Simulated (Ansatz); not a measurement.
**C₃H₅Cl₂Ga: small, medium and large basis sets**

One table from this session's results is given with a row withheld; the runs are named, their logs left out.

The runs use Ansatz 0.2.0, Gaussian basis; one geometry, several basis sets.

The runs, in order: PBE0-D4/def2-SVP; ωB97M-V/def2-SVP; PBE0-D4/def2-QZVPP; ωB97M-V/def2-QZVPP; the functionals' def2-TZVPP values are taken from earlier runs.

1 further run of the same task is left out (it didn't finish).

## Structure used throughout

The geometry comes from an earlier relaxation with PBE0-D4 in a triple-zeta def2 set; it is a stationary point, not always the lowest conformer.

SMILES `C=C[CH2][Ga]([Cl])[Cl]`, 11 atoms, charge 0, spin multiplicity 1.

Atoms are counted from 1 here; the program's logs count them from 0.

Bond lengths: C1–C2 1.326 Å, C1–H7 1.083 Å, C1–H8 1.089 Å, C2–C3 1.495 Å, C2–H9 1.089 Å, C3–Ga4 1.959 Å, C3–H10 1.094 Å, C3–H11 1.095 Å, Ga4–Cl5 2.138 Å, Ga4–Cl6 2.139 Å. Angles: C2–C1–H7 121.5°, C2–C1–H8 122.6°, H7–C1–H8 115.8°, C1–C2–C3 126.5°, C1–C2–H9 118.1°, C3–C2–H9 115.4°, C2–C3–Ga4 112.3°, C2–C3–H10 110.6°, C2–C3–H11 110.6°, Ga4–C3–H10 107.4°, Ga4–C3–H11 109.1°, H10–C3–H11 106.7°, C3–Ga4–Cl5 122.2°, C3–Ga4–Cl6 124.1°, Cl5–Ga4–Cl6 113.7°.

The first run:

in.yaml

```yaml
crystal:
  periodic: [false, false, false]
  atoms:
    - {symbol: C, position_ang: [-0.775679, -0.443522, -1.395330]}
    - {symbol: C, position_ang: [-0.220806, -1.130593, -0.406881]}
    - {symbol: C, position_ang: [0.322348, -0.572570, 0.869868]}
    - {symbol: Ga, position_ang: [0.554497, 1.371308, 0.793822]}
    - {symbol: Cl, position_ang: [2.453065, 2.278411, 0.414438]}
    - {symbol: Cl, position_ang: [-1.025809, 2.781268, 1.093714]}
    - {symbol: H, position_ang: [-1.156020, -0.934448, -2.282976]}
    - {symbol: H, position_ang: [-0.897308, 0.638275, -1.361988]}
    - {symbol: H, position_ang: [-0.152604, -2.212861, -0.509241]}
    - {symbol: H, position_ang: [1.299124, -1.010282, 1.095727]}
    - {symbol: H, position_ang: [-0.335310, -0.821987, 1.709446]}
basis:
  gaussian: {orbitals: def2-SVP}
hamiltonian: {xc: pbe0, dispersion: d4}
output: {orbitals: {seedname: orbitals}}
```

Steps of the session up to this table: PBE0-D4 in def2-SVP; ωB97M-V in def2-SVP; PBE0-D4 in def2-QZVPP; ωB97M-V in def2-QZVPP.

One of the session's tables, all rows but one given; the rest of the session is left out.

It belongs to the step «Density functionals: the series». 

```
functional       basis  HOMO (eV)
   PBE0-D4    def2-SVP      -7.94
   PBE0-D4  def2-TZVPP      -8.01
   PBE0-D4  def2-QZVPP          ?
   ωB97M-V    def2-SVP     -10.16
   ωB97M-V  def2-TZVPP     -10.24
   ωB97M-V  def2-QZVPP     -10.27
```

Estimate the missing values for PBE0-D4, def2-QZVPP.

The run gave: HOMO (eV): -8.03. In the column «HOMO (eV)» it lies between ωB97M-V, def2-SVP (-10.16) and PBE0-D4, def2-TZVPP (-8.01).
